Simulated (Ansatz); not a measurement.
# C18Se: the cost of one run

All numbers below are computed with Ansatz 0.2.0 (DFT PBE, plane waves, PAW, scalar-relativistic, no spin polarisation).

### Step 1. The system as given

The cell holds 19 atoms (C18Se): a = 7.398 Å, b = 7.398 Å, c = 12.000 Å, α = 90.00°, β = 90.00°, γ = 120.00°.

The coordinates stand in the first input below.

### Step 2. Relaxing end A

Input file input.yaml:

```yaml
crystal:
  lattice:
    - [7.398, 0.0, 0.0]
    - [-3.699, 6.406856, 0.0]
    - [0.0, 0.0, 12.0]
  atoms:
    - { symbol: C, position: [0.0, 0.0, 0.0833333] }
    - { symbol: C, position: [0.2222222, 0.1111111, 0.0833333] }
    - { symbol: C, position: [0.0, 0.3333333, 0.0833333] }
    - { symbol: C, position: [0.2222222, 0.4444444, 0.0833333] }
    - { symbol: C, position: [0.0, 0.6666667, 0.0833333] }
    - { symbol: C, position: [0.2222222, 0.7777778, 0.0833333] }
    - { symbol: C, position: [0.3333333, 0.0, 0.0833333] }
    - { symbol: C, position: [0.5555556, 0.1111111, 0.0833333] }
    - { symbol: C, position: [0.3333333, 0.3333333, 0.0833333] }
    - { symbol: C, position: [0.5555556, 0.4444444, 0.0833333] }
    - { symbol: C, position: [0.3333333, 0.6666667, 0.0833333] }
    - { symbol: C, position: [0.5555556, 0.7777778, 0.0833333] }
    - { symbol: C, position: [0.6666667, 0.0, 0.0833333] }
    - { symbol: C, position: [0.8888889, 0.1111111, 0.0833333] }
    - { symbol: C, position: [0.6666667, 0.3333333, 0.0833333] }
    - { symbol: C, position: [0.8888889, 0.4444444, 0.0833333] }
    - { symbol: C, position: [0.6666667, 0.6666667, 0.0833333] }
    - { symbol: C, position: [0.8888889, 0.7777778, 0.0833333] }
    - { symbol: Se, position: [0.3343438, 0.6493815, 0.25] }
basis:
  ecutwfc: 420.0
kpoints:
  mp_grid: { grid: [2, 2, 1] }
hamiltonian:
  xc: pbe
scf:
  occupations: { method: fermi_dirac, width: 0.05 }
  lower_state_search: "off"
relax:
  f_tol: 0.03
  max_steps: 60
  adjacent_minimum: "off"
output:
  write_density: true
  write_potential: true
  elf: true
  volumetric_format: npy
```

Launch:

```bash
$ ansatz run input.yaml --threads 1 --pin off --max-ram 3072MiB --backend cpu --events-out ev --progress --plain --runs-dir out
```

**Question.** How long does this run take on 1 thread of an Arm CPU, shared host, and how much memory does it need?

About 1.9 min, with a peak of 0.67 GiB.
